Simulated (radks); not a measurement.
**Spin polarisation of the 4d shell in Tc²⁺**

Aim: the energy gained and the exchange splitting as electrons of the 4d shell of Tc²⁺ are turned from spin down to spin up.

Method: non-relativistic Kohn-Sham, PBE, spin-polarised, spherical densities, point nucleus. Code: radks (a radial shooting solver on a logarithmic mesh, Libxc functionals) version 1.

## 1. The atom as given

```
element       : technetium (Z = 43)
charge        : +2
electrons     : 41
configuration : [Kr] 4d(up 2.5, down 2.5)
```

A shell typed twice in an input gives spin up, then spin down.

## 2. No moment

Settings of this run:

```text
Z 43
configuration [Kr] 4d2.5 4d2.5
relativity non-relativistic
functional pbe,pbe
spin polarised
nucleus point
```

## 3. moment 1 in 4d

Settings of this run:

```text
Z 43
configuration [Kr] 4d3 4d2
relativity non-relativistic
functional pbe,pbe
spin polarised
nucleus point
```

## 4. moment 2 in 4d

Settings of this run:

```text
Z 43
configuration [Kr] 4d3.5 4d1.5
relativity non-relativistic
functional pbe,pbe
spin polarised
nucleus point
```

## 5. moment 3 in 4d

Settings of this run:

```text
Z 43
configuration [Kr] 4d4 4d1
relativity non-relativistic
functional pbe,pbe
spin polarised
nucleus point
```

## 6. moment 4 in 4d

Settings of this run:

```text
Z 43
configuration [Kr] 4d4.5 4d0.5
relativity non-relativistic
functional pbe,pbe
spin polarised
nucleus point
```

## 7. moment 5 in 4d

Settings of this run:

```text
Z 43
configuration [Kr] 4d5 4d0
relativity non-relativistic
functional pbe,pbe
spin polarised
nucleus point
```

Before running it: what results should come out? Wanted: for each run, moment; E − E(0); ε(4d up); ε(4d down); splitting.

**Answer**, as computed:

```tsv
moment (μB)	E − E(0) (eV)	ε(4d up) (eV)	ε(4d down) (eV)	splitting (eV)
0	0.000	-22.808	-22.808	0.000
1	-0.182	-23.151	-22.423	0.729
2	-0.729	-23.455	-21.993	1.462
3	-1.645	-23.718	-21.515	2.203
4	-2.935	-23.942	-20.985	2.957
5	-4.609	-24.126	-20.365	3.761
```

**Reading.** At a moment of 5 μB the energy has fallen by 4.61 eV and the 4d levels split by 3.76 eV, 0.752 eV per μB. The Stoner form E = −I m²/4 would give I = 0.737 eV. The energy falls at every step.
